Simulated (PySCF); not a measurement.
OGaFSH2, in a box:

```
CELL_PARAMETERS angstrom
12.00000 0.00000 0.00000
0.00000 12.00000 0.00000
0.00000 0.00000 13.00000
ATOMIC_POSITIONS crystal
O 0.61276 0.49405 0.42350
Ga 0.55012 0.47883 0.54588
F 0.61883 0.38604 0.62699
S 0.40134 0.55971 0.60655
H 0.57514 0.54478 0.37824
H 0.38334 0.61746 0.51954
```

Base run:

```yaml
Program: PySCF 2.14.0
Functional: PBE
Potentials_or_basis: 6-31g* (all-electron)
k_mesh: 1 × 1 × 1
Occupations: fixed
Spin: no spin polarisation
```

Its results: gap between the frontier levels 4.63 eV.

Question: After a change of settings the same cell gave: gap between the frontier levels 4.69 eV. Which change was it?
A. functional from PBE to TPSSh; dispersion from none to D4
B. functional from PBE to MN15-L; dispersion from none to D3
C. functional from PBE to revPBE; dispersion from none to D3(BJ)

Answer: C.

Caveats: this is a molecule in a periodic box at the Γ point, so its band gap is the HOMO-LUMO gap; relativity is left out, which matters for the heavier elements; the basis of atomic orbitals isn't converged, which shifts pressures, moduli and gaps.

Not every run made on this cell is shown here.
